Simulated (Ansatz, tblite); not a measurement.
# The cluster Zn3SeF4: which isomer is lowest

An exercise on one series of results from a longer session: the logs are not shown, and one member is left open.

Computed with Ansatz 0.2.0, Gaussian basis. Level: relaxed with r2SCAN-D4/def2-SVP, singlet.

3 further runs of the same task are left out: 3 set aside as unsound or not needed. Runs told in other sessions of the task aren't counted.

## The system as given

8 atoms, charge 0, spin multiplicity 1.

Atoms are counted from 1 here; the program's logs count them from 0.

Bond lengths: Zn1–Se4 2.314 Å, Zn1–F6 1.687 Å, Zn1–F8 2.012 Å, Zn2–Se4 2.316 Å, Zn2–F5 2.006 Å, Zn2–F7 1.687 Å, Zn3–Se4 2.285 Å, Zn3–F5 1.849 Å, Zn3–F8 1.847 Å. Angles: Se4–Zn1–F6 132.2°, Se4–Zn1–F8 94.0°, F6–Zn1–F8 129.4°, Se4–Zn2–F5 94.0°, Se4–Zn2–F7 131.4°, F5–Zn2–F7 129.8°, Se4–Zn3–F5 99.5°, Se4–Zn3–F8 99.7°, F5–Zn3–F8 123.4°, Zn1–Se4–Zn2 109.2°, Zn1–Se4–Zn3 74.1°, Zn2–Se4–Zn3 74.1°, Zn2–F5–Zn3 91.9°, Zn1–F8–Zn3 91.7°.

A search from random starts with GFN1-xTB found 13 distinct shapes; 2 go on here. The structure above is candidate A, which lies 0.00 eV above the lowest at that level; B lies 0.16 eV above the lowest at that level.

The first run:

The input, in.yaml:

```yaml
crystal:
  periodic: [false, false, false]
  atoms:
    - {symbol: Zn, position_ang: [-0.252130, 1.760240, -0.802480]}
    - {symbol: Zn, position_ang: [-0.723310, -1.694920, 0.642230]}
    - {symbol: Zn, position_ang: [1.506990, -0.089210, 0.274340]}
    - {symbol: Se, position_ang: [-0.500810, 0.552190, 1.155550]}
    - {symbol: F, position_ang: [1.194240, -1.902430, 0.089260]}
    - {symbol: F, position_ang: [-1.006650, 3.154940, -1.378200]}
    - {symbol: F, position_ang: [-1.824340, -2.856290, 1.175260]}
    - {symbol: F, position_ang: [1.606010, 1.075480, -1.155950]}
basis:
  gaussian: {orbitals: def2-SVP}
hamiltonian: {xc: r2scan, dispersion: d4}
scf: {lower_state_search: "off"}
output: {orbitals: {seedname: orbitals}}
relax: {f_tol: 0.02, max_steps: 100}
```

On the command line:

```console
> ansatz run in.yaml --threads 4 --pin off --events-out ev --progress --plain --max-ram 8704MiB
```

Steps of the session up to this table: Relaxing candidate A; Relaxing candidate B; Candidate B, PBE0-D4/def2-TZVP; Candidate B, PBE-D4/def2-TZVP; Candidate B, r2SCAN-D4/def2-TZVP; Candidate B, revPBE-D4/def2-TZVP; Candidate B, ωB97X-V/def2-TZVP; Candidate B, MP2/def2-TZVP.

One table of the session follows, with a row left open; its other results are not shown here.

It belongs to the step «B against A». 

| level | B above A (eV) |
| --- | --- |
| GFN1-xTB | +0.157 |
| GFN2-xTB | +0.398 |
| HF/def2-TZVP | +0.182 |
| PBE-D4/def2-TZVP | ? |
| revPBE-D4/def2-TZVP | +0.032 |
| r2SCAN-D4/def2-TZVP | +0.174 |
| PBE0-D4/def2-TZVP | +0.133 |
| ωB97X-V/def2-TZVP | +0.137 |
| MP2/def2-TZVP | +0.100 |

Estimate the missing values for PBE-D4/def2-TZVP.

The run gave: B above A (eV): +0.060. In the column «B above A (eV)» it lies between revPBE-D4/def2-TZVP (+0.032) and MP2/def2-TZVP (+0.100).

Limits of these values: The search was small, so a lower isomer may exist. Only singlets are compared; another spin may lie lower and prefer another shape.
